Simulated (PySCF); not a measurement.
# C6H8N2 (phenylhydrazine): the cost of one run

Programs: PySCF 2.14.0, with density-fitted response routines of our own. Each step states its level of theory. These are calculated values for one molecule, in the gas phase or a continuum, unless marked as measured. Atoms count from 0, in the outputs and in this text.

## Step 1: Starting geometry

16 atoms, charge 0, multiplicity 1; geometry from: GFN2-xTB. The atoms were then displaced at random by about 0.01 Å, so the start is not that level's minimum.

Bonds of the start (Å): N0–N1 1.40, N1–C2 1.37, C2–C3 1.42, C3–C4 1.35, C4–C5 1.39, C5–C6 1.37, C6–C7 1.37, C7–C2 1.42, N0–H8 1.01, N0–H9 1.00, N1–H10 1.01, C3–H11 1.10, C4–H12 1.05, C5–H13 1.07, C6–H14 1.07, C7–H15 1.09.

## Step 2: Geometry optimisation at PBE0-D3(BJ)/def2-SVP

Job settings and geometry (Å):

```
{"job": {"xc": "PBE0", "basis": "def2-SVP", "d3": "d3bj", "grid": 1, "shake": 0.01, "kind": "geom"}, "charge": 0, "multiplicity": 1}
N     -2.713880    -0.691100    -0.472870
N     -1.896630     0.383520    -0.084180
C     -0.538120     0.251420    -0.004820
C      0.127940    -0.991920     0.120480
C      1.463650    -1.092940     0.258020
C      2.246490     0.057630     0.297880
C      1.656840     1.294180     0.186070
C      0.296350     1.405220     0.029390
H     -2.842980    -1.312880     0.315930
H     -2.351680    -1.178800    -1.263950
H     -2.231070     1.278670    -0.412840
H     -0.493260    -1.896460     0.116500
H      1.895560    -2.050960     0.348060
H      3.304290    -0.021980     0.419900
H      2.246280     2.181150     0.209070
H     -0.188830     2.382880    -0.051910
```

Run with:

```bash
$ OMP_NUM_THREADS=1 python probes_run.py task.json out
```

One launch serves the whole session: the jobs run in the order shown.

**Question.** How long does this first job take on 1 thread of Intel Xeon 6975P-C, shared host, and how much memory does it need?

About 61 s, with a peak of 0.61 GiB.
